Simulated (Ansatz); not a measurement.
# C2H5GeN (SMILES C1=[N][GeH2][CH2]1): HF/3-21G

Aim: the energy change on altering one bond length of C2H5GeN at HF/3-21G, from 2 runs. 

The calculation is run with Ansatz 0.2.0.

82 further runs of the same task are left out: 82 set aside as unsound or not needed.

## (1) The molecule

C2H5GeN has 9 atoms, charge 0, and is taken as a singlet. As SMILES, `C1=[N][GeH2][CH2]1`. Geometry: relaxed at PBE0-D4/def2-TZVP.

Bond lengths: C1–N2 1.278 Å, N2–Ge3 1.910 Å, C1–C4 1.512 Å, Ge3–C4 1.983 Å, C1–H5 1.098 Å, Ge3–H6 1.538 Å, Ge3–H7 1.538 Å, C4–H8 1.092 Å, C4–H9 1.092 Å. Some angles: C1–N2–Ge3 89.9°, N2–C1–C4 114.8°, N2–Ge3–C4 74.4°, C1–C4–Ge3 80.9°, N2–C1–H5 121.7°, C4–C1–H5 123.5°, N2–Ge3–H6 115.0°, N2–Ge3–H7 115.0°, C4–Ge3–H6 118.6°, C4–Ge3–H7 118.6°.

## (2) A single-point energy at HF/3-21G

File molecule.yaml:

```yaml
crystal:
  periodic: [false, false, false]
  atoms:
    - {symbol: C, position_ang: [-0.186800, -0.549700, -1.075100]}
    - {symbol: N, position_ang: [1.035900, -0.182500, -1.141500]}
    - {symbol: Ge, position_ang: [0.903900, 0.560600, 0.613000]}
    - {symbol: C, position_ang: [-0.885400, -0.197100, 0.218500]}
    - {symbol: H, position_ang: [-0.675600, -1.079500, -1.903400]}
    - {symbol: H, position_ang: [1.056500, 2.089100, 0.684100]}
    - {symbol: H, position_ang: [1.776000, -0.127000, 1.676700]}
    - {symbol: H, position_ang: [-1.720500, 0.497400, 0.107000]}
    - {symbol: H, position_ang: [-1.215600, -1.057700, 0.803700]}
basis:
  gaussian: {orbitals: 3-21G-spherical.json}
accuracy: high
hamiltonian: {xc: hf}
output: {orbitals: {seedname: orbitals}}
```

The basis set 3-21G is read from a file made from the Basis Set Exchange's data (not shown).

Launch:

```
$ ansatz run molecule.yaml --threads 1 --pin off --max-ram 3480MiB --events-out events.jsonl --progress --plain --runs-dir runs
```

Output:

```text
Warning: RAYON_NUM_THREADS=1 ignored (pool sized by the plan → 1); use --threads N
Functional definition: HF
  name "HF"
  exchange = exact_x
  correlation = 0
1312 factors; integrals over basis functions are off by at most 4.3e-9 eV
mean field evaluation 1: about -59798.0289 eV, gradient 3.0e1 eV
mean field evaluation 2: about -59798.3680 eV, gradient 3.0e1 eV
mean field evaluation 4: about -59800.8046 eV, gradient 3.1e0 eV
mean field evaluation 8: about -59800.8559 eV, gradient 1.3e-1 eV
mean field evaluation 16: about -59800.8560 eV, gradient 2.0e-8 eV
mean field -59800.85603207 eV, -2197.6409247023 hartree, gradient 2.0e-8 eV, S^2 0.000000; 0 other end points of the search recorded, 0 dependent functions left out
reference -59800.85603207 eV, -2197.6409247023 hartree; 28, 28 occupied and 31, 31 virtual orbitals, 1312 factors
Total energy: -59800.85603207 eV, -2197.6409247023 hartree
```

Wall time 0.6 s (1 thread of AMD EPYC 9R45 (Zen 5), shared host); peak memory 0.15 GiB.

## (3) The distorted shape at the same level

File job.yaml:

```yaml
crystal:
  periodic: [false, false, false]
  atoms:
    - symbol: C
      position_ang: [0.057617, -0.284782, -0.660921]
    - symbol: "N"
      position_ang: [1.280317, 0.082418, -0.727321]
    - symbol: Ge
      position_ang: [1.148317, 0.825518, 1.027179]
    - symbol: C
      position_ang: [-0.640983, 0.067818, 0.632679]
    - symbol: H
      position_ang: [-0.675600, -1.079500, -1.903400]
    - symbol: H
      position_ang: [1.300917, 2.354018, 1.098279]
    - symbol: H
      position_ang: [2.020417, 0.137918, 2.090879]
    - symbol: H
      position_ang: [-1.476083, 0.762318, 0.521179]
    - symbol: H
      position_ang: [-0.971183, -0.792782, 1.217879]
basis:
  gaussian:
    orbitals: 3-21G-spherical.json
hamiltonian:
  xc: hf
accuracy: high
output: {orbitals: {seedname: orbitals}}
```

The basis set 3-21G is read from a file made from the Basis Set Exchange's data (not shown).

Launch:

```
$ ansatz run job.yaml --threads 1 --pin off --max-ram 3480MiB --events-out events.jsonl --progress --plain --runs-dir runs
```

Output:

```text
Warning: RAYON_NUM_THREADS=1 ignored (pool sized by the plan → 1); use --threads N
Functional definition: HF
  name "HF"
  exchange = exact_x
  correlation = 0
1313 factors; integrals over basis functions are off by at most 4.2e-9 eV
mean field evaluation 1: about -59795.5733 eV, gradient 3.0e1 eV
mean field evaluation 2: about -59795.9194 eV, gradient 3.1e1 eV
mean field evaluation 4: about -59798.4648 eV, gradient 3.3e0 eV
mean field evaluation 8: about -59798.5285 eV, gradient 1.7e-1 eV
mean field evaluation 16: about -59798.5288 eV, gradient 2.5e-8 eV
mean field -59798.52880584 eV, -2197.5554007161 hartree, gradient 2.5e-8 eV, S^2 0.000000; 0 other end points of the search recorded, 0 dependent functions left out
reference -59798.52880584 eV, -2197.5554007161 hartree; 28, 28 occupied and 31, 31 virtual orbitals, 1313 factors
Total energy: -59798.52880584 eV, -2197.5554007161 hartree
```

It took 0.56 s on 1 thread of AMD EPYC 9R45 (Zen 5), shared host; peak memory 0.15 GiB.

## (4) What came out

At HF/3-21G:

| quantity | value |
| --- | --- |
| first shape: total energy | -2197.64092 Eh |
| first shape: HOMO energy | -10.05 eV |
| first shape: LUMO energy | 3.46 eV |
| first shape: HOMO–LUMO gap | 13.50 eV |
| distorted shape: total energy | -2197.55540 Eh |
| distorted shape: HOMO energy | -9.58 eV |
| distorted shape: LUMO energy | 3.24 eV |
| distorted shape: HOMO–LUMO gap | 12.82 eV |
| energy change with the C1–H5 bond stretched from 1.098 to 1.647 Å | 2.327 eV |

In words: With the C1–H5 bond stretched from 1.098 to 1.647 Å the energy rises by 2.33 eV (225 kJ/mol). The first shape isn't relaxed at this level, so the change isn't measured from a minimum.
